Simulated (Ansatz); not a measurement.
PRb (charge +1), a search for lower mean-field states

With Ansatz's Python interface.

At the Python prompt:
```pycon
>>> import warnings
>>> import ansatz as az
>>> import numpy as np
>>> warnings.simplefilter("ignore", az.DeckWarning)
>>> system = (
...     az.Crystal.molecule()
...     .atom("Rb", (0.0, 0.0, 0.0))
...     .atom("P", (0.0, 0.0, 3.225))
... )
>>> symbols = [site.symbol for site in system.cartesian_sites]
>>> start = np.array([site.position_ang for site in system.cartesian_sites])
>>> for factor in [1.0, 1.3]:
...     xyz = (start - start.mean(axis=0)) * factor
...     scaled = az.Crystal.molecule()
...     for symbol, place in zip(symbols, xyz):
...         scaled = scaled.atom(symbol, place.tolist())
...     calc = (
...         scaled.calculation()
...         .basis(gaussian="def2-TZVP")  # the orbital basis, by name
...         .functional("pbe0")
...         .charge(1)
...         .spin("collinear", total=1)  # two spin channels
...     )
...     for search in ("off", "standard"):
...         try:
...             report = calc.scf(lower_state_search=search).run().report
...         except az.AnsatzError as error:
...             print(f"x{factor} search {search}: {type(error).__name__}")
...             continue
...         state = report["mean_field"]["state"]
...         print(f"all distances x{factor}, search {search:8s} E = {report['free_energy_ev']:.5f} eV  <S^2> = {abs(state['spin_squared']):.3f}  other states met: {len(report['mean_field']['others'])}")
...
all distances x1.0, search off      E = -9933.24377 eV  <S^2> = 1.756  other states met: 0
all distances x1.0, search standard E = -9933.24377 eV  <S^2> = 1.756  other states met: 10
all distances x1.3, search off      E = -9933.31208 eV  <S^2> = 1.759  other states met: 0
all distances x1.3, search standard E = -9933.31208 eV  <S^2> = 1.759  other states met: 11
```

Notes:
- Total energies depend on the basis set; only differences at equal settings carry meaning.
- The count of other states can hold repeated and symmetry-equivalent ends of the search; scaling all distances is a test, and for more than two atoms no physical path.
- def2 sets replace the cores of elements past krypton by effective core potentials.
- The species is open-shell (spin multiplicity 2).
- The expectation value of S² is noticeably off S(S+1) in at least one run, so that state is spin-contaminated.
- The spin state was assumed, and another may lie lower.
- Timing: 50 s on 1 thread of Arm Neoverse V2 (shared host), peak memory 0.27 GiB.

(Lines on the test bed's own set-up are left out of the output.)
